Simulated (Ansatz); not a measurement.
Working through an atomisation energy of CH3BOS, SMILES OBC=S

Computed with Ansatz 0.2.0 through its Python package.

The cells in order, each with its output:

**Cell 1**
```python
from collections import Counter

import ansatz
```

**Cell 2**
```python
def energy_of(molecule, charge=0, unpaired=0):
    calc = (
        molecule.calculation()
        .basis(gaussian="cc-pVTZ")
        .correlation("MP2")
    )
    if charge:
        calc = calc.charge(charge)
    if unpaired:
        calc = calc.spin("collinear", total=unpaired)
    return calc.run().report["free_energy_ev"]
```

**Cell 3**
```python
GEOMETRY = """
O    -0.99830    1.02280   -0.62110
B    -0.04990    0.53300    0.29090
C     0.71940   -0.77030   -0.05330
S     0.59450   -1.48000   -1.26290
H    -1.89550    0.63820   -0.36960
H     0.17340    1.12320    1.30080
H     1.51760   -1.13490    0.66950
"""

system = ansatz.Crystal.molecule()
for line in GEOMETRY.strip().splitlines():
    symbol, *xyz = line.split()
    system = system.atom(symbol, [float(v) for v in xyz])
```

**Cell 4**
```python
# unpaired electrons of the ground-state atoms
unpaired = {"O": 2, "B": 1, "C": 2, "S": 2, "H": 1}
counts = Counter(site.symbol for site in system.cartesian_sites)
atom_energy = {s: energy_of(ansatz.Crystal.molecule().atom(s, (0, 0, 0)), 0, unpaired[s]) for s in counts}
whole = energy_of(system, 0, 0)
for s, e in atom_energy.items():
    print(f"{s:2s} x{counts[s]}  {e:14.5f} eV")
print(f"CH3BOS: {whole:.5f} eV")
split = sum(counts[s] * e for s, e in atom_energy.items()) - whole
print(f"atomisation energy (no zero-point term): {split:.3f} eV, {split / sum(counts.values()):.3f} eV an atom")
```
Output:
```text
O  x1     -2039.62679 eV
B  x1      -668.75107 eV
C  x1     -1027.46078 eV
S  x1    -10819.94927 eV
H  x3       -13.60052 eV
CH3BOS: -14622.34436 eV
atomisation energy (no zero-point term): 25.755 eV, 3.679 eV an atom
```

25.755 eV from the electronic energies, without the zero-point term.

What to keep in mind:
- These settings explore the input space; basis and method may be short of convergence.
- The geometry is a force-field or estimated start, not a minimum of this method, and the basis set is short of its limit. All parts are taken at fixed geometry, without zero-point energy.
- For Al to Cl the sets with a tight d function, cc-pV(X+d)Z, are usual.
- Wall time of the script: 3.4 s on 1 thread of Intel(R) Xeon(R) Platinum 8488C (Sapphire Rapids), with other jobs on the host, peak memory 0.34 GiB.

(Lines on the test bed's own set-up are left out of the output.)
